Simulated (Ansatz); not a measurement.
Relaxation of a periodic cell of 17 atoms, Mg9O8 (host MgO, host structure Fm-3m, interstitial Mg), to a largest force component of 0.03 eV/Å in at most 60 steps.

All numbers below come from DFT PBE-D3(BJ), scalar-relativistic, plane waves, PAW (Ansatz 0.2.0). Settings: PAW set soft_1, cutoff 420 eV, k mesh 2x2x2, fermi-dirac smearing 0.05 eV, no spin polarisation.

```xyz
17
Lattice="0.0000 4.0790 4.0790 4.0790 0.0000 4.0790 4.0790 4.0790 0.0000" Properties=species:S:1:pos:R:3
Mg 0.000 0.000 0.000
O 2.039 2.039 2.039
Mg 2.039 2.039 0.000
O 4.079 4.079 2.039
Mg 2.039 0.000 2.039
O 4.079 2.039 4.079
Mg 4.079 2.039 2.039
O 6.119 4.079 4.079
Mg 0.000 2.039 2.039
O 2.039 4.079 4.079
Mg 2.039 4.079 2.039
O 4.079 6.119 4.079
Mg 2.039 2.039 4.079
O 4.079 4.079 6.119
Mg 4.079 4.079 4.079
O 6.119 6.119 6.119
Mg 5.061 5.077 7.120
```

Task: Where does it end, and by what steps?

Result: The run converged. The force dipped under the threshold on the way, but the program's further checks kept it going. Limits of this set-up: coarse k mesh, a small cell, in which the defect meets its images. After 37 steps the energy has fallen by 6.675 eV; Mg1 moved furthest, 0.67 Å.

```json
{"step": "0", "energy less start (eV)": "0.0000", "largest force component (eV/Å)": "7.048", "accepted": "yes"}
{"step": "2", "energy less start (eV)": "-6.4426", "largest force component (eV/Å)": "0.575", "accepted": "yes"}
{"step": "4", "energy less start (eV)": "-6.5619", "largest force component (eV/Å)": "0.085", "accepted": "yes"}
{"step": "6", "energy less start (eV)": "-6.5635", "largest force component (eV/Å)": "0.006", "accepted": "yes"}
{"step": "8", "energy less start (eV)": "-6.5635", "largest force component (eV/Å)": "0.009", "accepted": "yes"}
{"step": "10", "energy less start (eV)": "-6.5637", "largest force component (eV/Å)": "0.037", "accepted": "yes"}
{"step": "12", "energy less start (eV)": "-6.5642", "largest force component (eV/Å)": "0.048", "accepted": "yes"}
{"step": "14", "energy less start (eV)": "-6.5680", "largest force component (eV/Å)": "0.039", "accepted": "yes"}
{"step": "16", "energy less start (eV)": "-6.5669", "largest force component (eV/Å)": "0.140", "accepted": "no"}
{"step": "18", "energy less start (eV)": "-6.5681", "largest force component (eV/Å)": "0.064", "accepted": "no"}
{"step": "20", "energy less start (eV)": "-6.5692", "largest force component (eV/Å)": "0.108", "accepted": "no"}
{"step": "22", "energy less start (eV)": "-6.5700", "largest force component (eV/Å)": "0.024", "accepted": "yes"}
{"step": "24", "energy less start (eV)": "-6.5701", "largest force component (eV/Å)": "0.010", "accepted": "yes"}
{"step": "26", "energy less start (eV)": "-6.5521", "largest force component (eV/Å)": "0.384", "accepted": "no"}
{"step": "28", "energy less start (eV)": "-6.5869", "largest force component (eV/Å)": "0.108", "accepted": "yes"}
{"step": "30", "energy less start (eV)": "-6.6003", "largest force component (eV/Å)": "0.161", "accepted": "yes"}
{"step": "32", "energy less start (eV)": "-6.6194", "largest force component (eV/Å)": "0.516", "accepted": "yes"}
{"step": "34", "energy less start (eV)": "-6.6739", "largest force component (eV/Å)": "0.043", "accepted": "yes"}
{"step": "36", "energy less start (eV)": "-6.6746", "largest force component (eV/Å)": "0.026", "accepted": "yes"}
{"step": "37", "energy less start (eV)": "-6.6746", "largest force component (eV/Å)": "0.026", "accepted": "yes"}
```

```xyz
17
Lattice="0.0000 4.0790 4.0790 4.0790 0.0000 4.0790 4.0790 4.0790 0.0000" Properties=species:S:1:pos:R:3
Mg -0.387 -0.387 0.384
O 2.069 2.070 2.007
Mg 2.127 2.127 0.038
O 4.110 4.111 2.126
Mg 2.086 0.029 1.989
O 4.128 2.275 4.026
Mg 4.038 2.127 1.950
O 6.029 4.111 4.045
Mg 0.028 2.087 1.990
O 2.276 4.130 4.026
Mg 2.127 4.039 1.950
O 4.110 6.029 4.045
Mg 2.085 2.088 4.048
O 4.128 4.131 5.880
Mg 4.145 4.145 4.010
O 6.080 6.081 6.154
Mg 4.832 4.832 7.402
```

The run took 2.5 min on 1 thread of Arm Neoverse V1, on a shared host, peak memory 0.39 GiB.
